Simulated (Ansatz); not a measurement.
# BrGaH2O2: harmonic frequencies at the relaxed geometry from a Python script

At which frequencies does BrGaH2O2 vibrate? Wanted for BrGaH2O2: harmonic frequencies at the relaxed geometry. SMILES: [OH][Ga]([OH])[Br].

All numbers are computed with Ansatz 0.2.0, driven from Python. Level of theory: r2SCAN+D3(BJ)/def2-SVP.

### Step 1. The system

Bond lengths: O1–Ga2 1.968 Å, Ga2–O3 1.582 Å, Ga2–Br4 2.070 Å, O1–H5 0.992 Å, O3–H6 1.011 Å. Angles: O1–Ga2–O3 130.9°, O1–Ga2–Br4 117.5°, O3–Ga2–Br4 93.2°, Ga2–O1–H5 90.5°, Ga2–O3–H6 101.6°.

The script reads brgah2o2.xyz:

```xyz
6

O    -0.14120    1.61680   -0.79990
Ga    0.32950   -0.27270   -0.51420
O     0.80680   -1.03580    0.78740
Br   -1.10660   -1.69440   -0.96140
H    -0.73710    1.59790   -0.00750
H     0.89060   -0.27570    1.44930
```

### Step 2. Script

File brgah2o2.py:

```python
# -*- coding: utf-8 -*-
import ansatz as az
from ase import Atoms
from ase.thermochemistry import IdealGasThermo
import numpy as np

mol = az.Crystal.molecule_from_extxyz('brgah2o2.xyz')

base = (
    mol.calculation()
    .basis(gaussian='def2-SVP')
    .functional('r2SCAN', dispersion='d3bj')
)
symbols = [site.symbol for site in mol.cartesian_sites]
start = np.array([site.position_ang for site in mol.cartesian_sites], dtype=float)
data = base.relax(force_tolerance=0.003).run(threads=1, backend='cpu').report
end = np.array(data['positions_ang'])

print('final positions (A) and the move of each atom')
for symbol, xyz, old in zip(symbols, end, start):
    print(f'{symbol:2s} {xyz[0]:10.5f} {xyz[1]:10.5f} {xyz[2]:10.5f}   {np.linalg.norm(xyz - old):7.4f}')

minimum = az.Crystal.molecule()
for symbol, place in zip(symbols, end):
    minimum = minimum.atom(symbol, place.tolist())
vibrating = minimum.calculation()
vibrating = vibrating.basis(gaussian='def2-SVP')
vibrating = vibrating.functional('r2SCAN', dispersion='d3bj')
vibrating = vibrating.phonons(temperatures=(200, 600, 100))
vib = vibrating.run(threads=1, backend='cpu').report['vibrations']
sums = vib['harmonic_sums']
modes = [m['omega_inv_cm'] for m in sums['modes_at_gamma'] if m['rigid_motion'] == 'no']
for number, w in enumerate(modes, start=1):
    print(f'mode {number:2d} {w:9.1f} 1/cm {w / 8065.544 * 1000:8.2f} meV')
print('imaginary modes:', sum(w < 0 for w in modes), ' zero-point energy:', round(sums['zero_point_energy_ev'], 4), 'eV')
gas = IdealGasThermo(vib_energies=[w / 8065.544 for w in modes if w > 0], geometry='linear' if len(modes) == 3 * len(symbols) - 5 else 'nonlinear',
                     atoms=Atoms(symbols, positions=end), symmetrynumber=1, spin=0.0)
print(f'H(298 K) - E = {gas.get_enthalpy(298.15, verbose=False):.4f} eV')
print(f'S(298 K, 1 bar) = {96485.33 * gas.get_entropy(298.15, 1e5, verbose=False):.1f} J/(mol K) with symmetry number 1')
```

### Step 3. The calls as engine input

The package turns the script's settings into the engine's input (first run):

```yaml
crystal:
  periodic: [false, false, false]
  atoms:
    - { symbol: O, position_ang: [-0.1412, 1.6168, -0.7999] }
    - { symbol: Ga, position_ang: [0.3295, -0.2727, -0.5142] }
    - { symbol: O, position_ang: [0.8068, -1.0358, 0.7874] }
    - { symbol: Br, position_ang: [-1.1066, -1.6944, -0.9614] }
    - { symbol: H, position_ang: [-0.7371, 1.5979, -0.0075] }
    - { symbol: H, position_ang: [0.8906, -0.2757, 1.4493] }
basis:
  gaussian:
    orbitals: def2-SVP
hamiltonian:
  xc: r2scan
  dispersion: d3bj
relax:
  f_tol: 0.003
```

### Step 4. Running it

On the command line:

```bash
python brgah2o2.py
```

Without the output at hand: what should come out? Wanted: moves of the relaxation of run 1; energy gained in run 1; last largest force component of run 1; highest frequency; imaginary modes; zero-point energy.

**Answer**, as computed:

| quantity | value |
| --- | --- |
| runs compared | 2 |
| moves of the relaxation of run 1 | 13 |
| energy gained in run 1 | 2.934 eV |
| last largest force component of run 1 | 0.0009 eV/Å |
| highest frequency | 3853 cm⁻¹ |
| imaginary modes | 0 |
| zero-point energy | 0.760 eV |

What this shows: Run 1: After 13 moves the largest shift is 0.860 Å, of atom 5 (H). So large a move can change the bonding: the results belong to the relaxed structure. All frequencies are real, so the geometry is a minimum. The values are harmonic; measured fundamentals also hold anharmonic shifts, mostly downward for stretches. Reading the output:
- The frequencies are harmonic and unscaled, in a modest basis. The result belongs to the one conformer reached from this start, and soft torsions count as harmonic oscillators.
- The entropy takes a symmetry number of 1; a symmetric molecule's is lower by R ln(sigma).
- A dispersion term here runs with damping parameters fitted for another variant or functional.
